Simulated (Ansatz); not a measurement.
**BH₅SeSi (SMILES [SiH3]B[SeH]): single points off equilibrium**

A test off equilibrium: a structure displaced at random from a GFN2-xTB minimum is computed at several levels, and each is set against CCSD(T).

Program: Ansatz 0.2.0, Gaussian basis. Level of theory: single points in def2-TZVPP. These are calculated values, not measurements.

Correlated methods freeze the cores. Filled d shells of the heavier atoms are correlated.

### 1 The system as given

SMILES `[SiH3]B[SeH]`, 8 atoms, charge 0, spin multiplicity 1.

Atoms are counted from 1 here; the program's logs count them from 0.

Bond lengths: Si1–B2 2.047 Å, Si1–H4 1.424 Å, Si1–H5 1.478 Å, Si1–H6 1.525 Å, B2–Se3 1.863 Å, B2–H7 1.072 Å, Se3–H8 1.278 Å. Angles: B2–Si1–H4 115.9°, B2–Si1–H5 110.1°, B2–Si1–H6 109.6°, H4–Si1–H5 114.3°, H4–Si1–H6 102.4°, H5–Si1–H6 103.5°, Si1–B2–Se3 113.0°, Si1–B2–H7 126.1°, Se3–B2–H7 120.9°, B2–Se3–H8 114.5°.

Geometry (Å):

```mol
BH5SeSi
  3D, bonds by distance, orders not assigned

  8  7  0  0  0  0  0  0  0  0999 V2000
   -0.3943    0.7308   -0.6045 Si  0  0
    0.4920   -0.1049    1.0401 B   0  0
    0.8659   -1.9171    0.8237 Se  0  0
   -1.3784   -0.0686   -1.2534 H   0  0
    0.6349    1.2830   -1.5097 H   0  0
   -1.1950    1.9585   -0.1845 H   0  0
    0.7340    0.4019    1.9530 H   0  0
    0.4951   -2.4041   -0.2980 H   0  0
  1  2  8  0
  1  4  8  0
  1  5  8  0
  1  6  8  0
  2  3  8  0
  2  7  8  0
  3  8  8  0
M  END
```

### 2 CCSD(T)/def2-TZVPP

The input, run/in.yaml:

```yaml
crystal:
  periodic: [false, false, false]
  atoms:
    - {symbol: Si, position_ang: [-0.394300, 0.730800, -0.604500]}
    - {symbol: B, position_ang: [0.492000, -0.104900, 1.040100]}
    - {symbol: Se, position_ang: [0.865900, -1.917100, 0.823700]}
    - {symbol: H, position_ang: [-1.378400, -0.068600, -1.253400]}
    - {symbol: H, position_ang: [0.634900, 1.283000, -1.509700]}
    - {symbol: H, position_ang: [-1.195000, 1.958500, -0.184500]}
    - {symbol: H, position_ang: [0.734000, 0.401900, 1.953000]}
    - {symbol: H, position_ang: [0.495100, -2.404100, -0.298000]}
basis:
  gaussian: {orbitals: def2-TZVPP}
correlation: {method: ccsd_t}
output: {forces: true}
```

The command line of these runs was not kept.

### 3 PBE0-D4/def2-TZVPP

run/in.yaml, as its differences from that of step 2:

```diff
@@ -13,3 +13,3 @@
   gaussian: {orbitals: def2-TZVPP}
-correlation: {method: ccsd_t}
-output: {forces: true}
+hamiltonian: {xc: pbe0, dispersion: d4}
+output: {forces: true, orbitals: {seedname: orbitals}}
```

### 4 wB97M-V/def2-TZVPP

run/in.yaml, as its differences from that of step 3:

```diff
@@ -13,3 +13,3 @@
   gaussian: {orbitals: def2-TZVPP}
-hamiltonian: {xc: pbe0, dispersion: d4}
-output: {forces: true, orbitals: {seedname: orbitals}}
+hamiltonian: {xc: {name: wB97M-V}}
+output: {forces: true}
```

### 5 r2SCAN-D4/def2-TZVPP

run/in.yaml, as its differences from that of step 4:

```diff
@@ -13,3 +13,3 @@
   gaussian: {orbitals: def2-TZVPP}
-hamiltonian: {xc: {name: wB97M-V}}
+hamiltonian: {xc: r2scan, dispersion: d4}
 output: {forces: true}
```

### 6 PBE-D4/def2-TZVPP

run/in.yaml, as its differences from that of step 5:

```diff
@@ -13,3 +13,3 @@
   gaussian: {orbitals: def2-TZVPP}
-hamiltonian: {xc: r2scan, dispersion: d4}
+hamiltonian: {xc: pbe, dispersion: d4}
 output: {forces: true}
```

### 7 r2SCANh-D4/def2-TZVPP

run/in.yaml, as its differences from that of step 6:

```diff
@@ -13,3 +13,3 @@
   gaussian: {orbitals: def2-TZVPP}
-hamiltonian: {xc: pbe, dispersion: d4}
+hamiltonian: {xc: {name: r2SCANh}, dispersion: d4}
 output: {forces: true}
```

### 8 LC-wPBE/def2-TZVPP

run/in.yaml, as its differences from that of step 7:

```diff
@@ -13,3 +13,3 @@
   gaussian: {orbitals: def2-TZVPP}
-hamiltonian: {xc: {name: r2SCANh}, dispersion: d4}
+hamiltonian: {xc: {name: LC-wPBE}}
 output: {forces: true}
```

(Steps that only read results are left out.)

Q: Predict the outcome of this session. Wanted: energy less free atoms, CCSD(T)/def2-TZVPP; RMS force component; RMS force error; HOMO and LUMO, PBE0-D4; T1 diagnostic.

As calculated:

| quantity | value |
| --- | --- |
| energy less free atoms, CCSD(T)/def2-TZVPP | -525.6 kcal/mol |
| RMS force component | 2.517 to 2.625 eV/Å over the methods |
| RMS force error | PBE0-D4 0.100, wB97M-V 0.066, r2SCAN-D4 0.072, PBE-D4 0.169, r2SCANh-D4 0.061, LC-wPBE 0.128 eV/Å |
| HOMO and LUMO, PBE0-D4 | -7.64 and -2.00 eV |
| T1 diagnostic | 0.013 |

**Reading.** Against CCSD(T) the functionals' energies less atoms differ by -16.3 to -4.2 kcal/mol, PBE-D4 by -11.8 kcal/mol. CCSD(T) in triple zeta still lacks some correlation energy of the bonds, so part of these gaps is its own basis error and they don't rank the functionals. The forces of r2SCANh-D4 come nearest to CCSD(T), those of PBE-D4 are farthest. Frozen-core CCSD(T) forces in triple zeta carry basis errors of their own, and this is one geometry, so small gaps rank nothing.
